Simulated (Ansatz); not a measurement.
Working through an SCF with some post-processing of TaBe₂, space group Fd-3m

Computed with Ansatz 0.2.0, Python API.

`tabe2.extxyz`
```text
6
Lattice="0.0 3.25586573 3.25586573 3.25586573 0.0 3.25586573 3.25586573 3.25586573 0.0" Properties=species:S:1:pos:R:3 pbc="T T T"
Ta    4.88379860    4.88379860    4.88379860
Ta    3.25586573    3.25586573    3.25586573
Be    2.44189930    0.81396643    2.44189930
Be    2.44189930    2.44189930    0.81396643
Be    0.81396643    2.44189930    2.44189930
Be    0.81396643    0.81396643    0.81396643
```

At the Python prompt:
```pycon
>>> from pathlib import Path
>>> import ansatz as az
>>> import matplotlib.pyplot as plt
>>> import numpy as np
>>> KGRID = (6, 6, 6)
>>> CUTOFF = 510
>>> SMEARING = "Marzari-Vanderbilt"
>>> FUNCTIONAL = "pbesol"
>>> tabe2 = az.Crystal.from_extxyz("tabe2.extxyz")
>>> [site.symbol for site in tabe2.resolved().sites]
['Ta', 'Ta', 'Be', 'Be', 'Be', 'Be']
>>> base = (
...     tabe2.calculation()
...     .kpoints(*KGRID)
...     .basis(CUTOFF)
...     .occupations(SMEARING, width=150 * az.meV)
...     .functional(FUNCTIONAL)
...     .density()
...     .potential()
...     .output_files(volumetric_format=["xsf", "npy"])
...     .stress()
...     .populations()
...     .density_of_states(energy_step=0.1, projected=True)
... )
>>> history = []
>>> done = base.session().plan().execute(on_event=lambda event: history.append(event["data"]["dr2_ev"]) if event["event"] == "scf_iter" else None)
>>> report = done.report
>>> type(done).__name__, type(report).__name__
('RunOutcome', 'dict')
>>> report["converged"], report["free_energy_ev"]
(True, -19975.499607573754)
>>> print("density residual by iteration (eV):", " ".join(f"{value:.1e}" for value in history[:40]))
density residual by iteration (eV): 2.0e-02 4.7e-03 3.2e-04 2.8e-06 1.7e-08 6.4e-10
>>> for key in ("converged", "n_iterations", "n_electrons", "n_kpoints", "n_pw", "n_symmetry_ops", "free_energy_ev", "fermi_energy_ev"):
...     print(f"{key:18s} {report[key]}")
...
converged          True
n_iterations       6
n_electrons        34.0
n_kpoints          16
n_pw               1807
n_symmetry_ops     48
free_energy_ev     -19975.499607573754
fermi_energy_ev    12.638696113881847
>>> field = sum(channel.density_e_per_ang3 for channel in done.density().channels[:2])
>>> fig, ax = plt.subplots(figsize=(4, 3.4))
>>> shown = ax.imshow(np.log10(np.clip(field[:, :, 0].T, 1e-3, None)), origin="lower", extent=(0, 1, 0, 1))
>>> fig.colorbar(shown, label="log10 density (e/A^3)")
<matplotlib.colorbar.Colorbar object at 0x...>
>>> ax.set(xlabel="fraction of grid vector 1", ylabel="fraction of grid vector 2")
[Text(0.5, 0, 'fraction of grid vector 1'), Text(0, 0.5, 'fraction of grid vector 2')]
>>> fig.savefig("density_plane.png", dpi=100)
>>> print(f"plane through the origin: {field[:, :, 0].min():.4f} to {field[:, :, 0].max():.4f} e/A^3")
plane through the origin: 0.2131 to 0.8831 e/A^3
>>> folder = Path(done.write_results("volumes"))
>>> print(sorted(path.name for path in folder.iterdir()))
['dos.tsv', 'fields.json', 'pdos.tsv', 'populations.tsv', 'rho.npy', 'rho.xsf', 'rho_z.tsv', 'v_es.npy', 'v_es.xsf', 'v_tot.npy', 'v_tot.xsf', 'v_z.tsv']
>>> head = (folder / "rho.xsf").read_text().split("BEGIN_BLOCK")[0]
>>> print(head)
CRYSTAL
PRIMVEC
    0.000000    3.255866    3.255866
    3.255866    0.000000    3.255866
    3.255866    3.255866    0.000000
PRIMCOORD
    6    1
   73    4.883799    4.883799    4.883799
   73    3.255866    3.255866    3.255866
    4    2.441899    0.813966    2.441899
    4    2.441899    2.441899    0.813966
    4    0.813966    2.441899    2.441899
    4    0.813966    0.813966    0.813966
>>> principal = np.linalg.eigvalsh(np.array(report["stress_gpa"]))
>>> mises = np.sqrt(0.5 * sum((principal[i] - principal[i - 1]) ** 2 for i in range(3)))
>>> print("principal stresses (GPa, compression positive):", np.round(principal, 3))
principal stresses (GPa, compression positive): [-3.032 -3.032 -3.032]
>>> print(f"mean {principal.mean():.3f} GPa, von Mises {mises:.3f} GPa, PV = {principal.mean() * report['setup']['cell_volume_ang3'] / 160.21766:.4f} eV")
mean -3.032 GPa, von Mises 0.000 GPa, PV = -1.3063 eV
>>> files = Path(done.write_results("tables"))
>>> print((files / "populations.tsv").read_text())
# site	symbol	l	j	q
# orbitals = lowdin
# n_electrons = 34.000000
# spilling = 0.073440
0	Ta	0_5S	-	1.960600
0	Ta	0_6S	-	1.082785
0	Ta	1_5P	-	5.986363
0	Ta	2_5D	-	4.724396
1	Ta	0_5S	-	1.960600
1	Ta	0_6S	-	1.082785
1	Ta	1_5P	-	5.986363
1	Ta	2_5D	-	4.724396
2	Be	0_2S	-	0.998684
3	Be	0_2S	-	0.998684
4	Be	0_2S	-	0.998684
5	Be	0_2S	-	0.998684
>>> dos = done.density_of_states()
>>> energy = np.asarray(dos.energies_ev) - dos.fermi_ev
>>> window = (energy > -12) & (energy < 4)
>>> for index, site in enumerate(done.projected_density_of_states().sites):
...     for shell in site.shells:
...         if shell.l == 2:
...             g = sum(np.sum(part.g_bin_mean_per_ev, axis=0) for part in shell.curves)[window]
...             if g.sum() > 1e-6:
...                 centre = (g * energy[window]).sum() / g.sum()
...                 width = np.sqrt((g * (energy[window] - centre) ** 2).sum() / g.sum())
...                 print(f"site {index} {site.species} {shell.label}: centre {centre:.3f} eV, rms width {width:.3f} eV")
...
site 0 Ta 5D: centre -0.406 eV, rms width 2.470 eV
site 1 Ta 5D: centre -0.406 eV, rms width 2.470 eV
```

What to keep in mind:
- Total energies depend on the potentials; only differences at equal settings carry meaning. A total without «per atom» is that of the cell as typed.
- The run is spin-unpolarised.
- For a metal this k-point mesh is coarse: on a finer one energies can move by several to tens of meV an atom and pressures by half a GPa or more, differences at one mesh by less.
- An absolute Fermi energy rests on an arbitrary zero of the periodic potential and has no direct meaning.
- Projections exist only for the shells that the potentials hold, some of them semicore, and samples at single energies can miss narrow peaks.
- Spin-orbit coupling, which matters for elements this heavy, is left out.
- Densities and potentials on the grid are those of the valence electrons, and inside the cores they hang on the potentials used.
- This cell is a computed structure, which may not be the phase found in nature.
- The computed bands are complete only to about 4.6 eV above the Fermi level; beyond that the density of states is undercounted.
- A band centre counts only the states inside the window taken.
- Hardware and time: 4.2 s on 1 thread of Intel(R) Xeon(R) Platinum 8375C CPU @ 2.90GHz (Ice Lake) (shared host), peak memory 0.47 GiB.
